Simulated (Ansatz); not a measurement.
# NiMoIrPdW in Ansatz: the effect of functional

The system is NiMoIrPdW.

```
Ni Mo Pd Ir W
1.0
     4.11705    0.00000    0.00000
    -2.05853    3.56547    0.00000
     0.00000    0.00000    5.44580
Ni Mo Pd Ir W
1 1 1 1 1
Direct
  0.00000 0.00000 0.95775
  0.66667 0.33333 0.96161
  0.66667 0.33333 0.46295
  0.33333 0.66667 0.72572
  0.33333 0.66667 0.23642
```

The cell was built by a generator and needn't be a form met in nature.

Alike in all runs:

| Property | Result |
| --- | --- |
| Program | Ansatz 0.2.0 |
| Task | band structure |
| Potentials or basis | all-electron LAPW, scalar-relativistic |
| Basis error allowed | 0.002 eV/atom |
| k mesh | 6 × 6 × 4 |
| Occupations | fermi-dirac, width 0.05 eV |
| Spin | collinear spin, ferromagnetic start |
| Starting moments | [1.0, 1.0, 0.0, 0.6, 0.0] μB |

```tsv
functional	cutoff	pressure (GPa)	largest force (eV/Å)
BLYP	314 eV (chosen from the basis error)	9.7	0.29
PBE	315 eV (chosen from the basis error)	?	?
LDA	314 eV (chosen from the basis error)	-12.9	0.09
```

Problem. What does the run with functional PBE give?

Solution. Pressure 0.0 GPa; largest force 0.17 eV/Å.

Caveats: the k mesh is thin for a metal, which can move the energy by tens of meV per atom; the starting moments weren't kept.
